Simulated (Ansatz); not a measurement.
# CuH2O+ (triplet): from a generated start to a stationary point

Aim: relax a generated start of CuH2O+ (triplet) and see which bonds hold.

Method: UKS PBE0/def2-TZVP; program: Ansatz 0.2.0, Gaussian basis.

## Step 1: The system as given

4 atoms, charge 1, spin multiplicity 3.

Atoms are counted from 1 here; the program's logs count them from 0.

Bond lengths: Cu1–O2 1.813 Å, O2–H3 0.987 Å, O2–H4 0.987 Å. Angles: Cu1–O2–H3 123.4°, Cu1–O2–H4 123.4°, H3–O2–H4 113.3°.

The start was built by rule and, where that kept it together, relaxed with GFN2-xTB. Sticks and bond lists go by distance. 

## Step 2: Relaxation

in.yaml

```yaml
crystal:
  periodic: [false, false, false]
  atoms:
    - {symbol: Cu, position_ang: [-0.413950, 0.000235, -0.000779]}
    - {symbol: O, position_ang: [1.399408, -0.000793, 0.002634]}
    - {symbol: H, position_ang: [1.942635, 0.823526, 0.000923]}
    - {symbol: H, position_ang: [1.941690, -0.825728, 0.006388]}
basis:
  gaussian: {orbitals: def2-TZVP}
total_charge: 1
magnetization: {spin_polarized: true, initial_magnetization: 2}
hamiltonian: {xc: pbe0}
relax: {f_tol: 0.004, max_steps: 80}
```

On the command line:

```bash
$ ansatz run in.yaml --threads 1 --pin off --events-out ev --progress --plain --max-ram 2176MiB
```

Before running it: what results should come out? Wanted: energy gained; shift from the start; total energy; ⟨S²⟩.

**Answer**, as computed:

| quantity | value |
| --- | --- |
| steps | 6 |
| energy gained | 0.150 eV |
| shift from the start (rms) | 0.074 Å |
| total energy | -46702.8243 eV |
| ⟨S²⟩ | 2.001 |

**Reading.** The bonds of the start are those of the end. Cu1–O2 went from 1.813 to 1.965 Å. No vibrations were run, so this is a stationary point, not a proven minimum, and this spin need not be the ground state's.
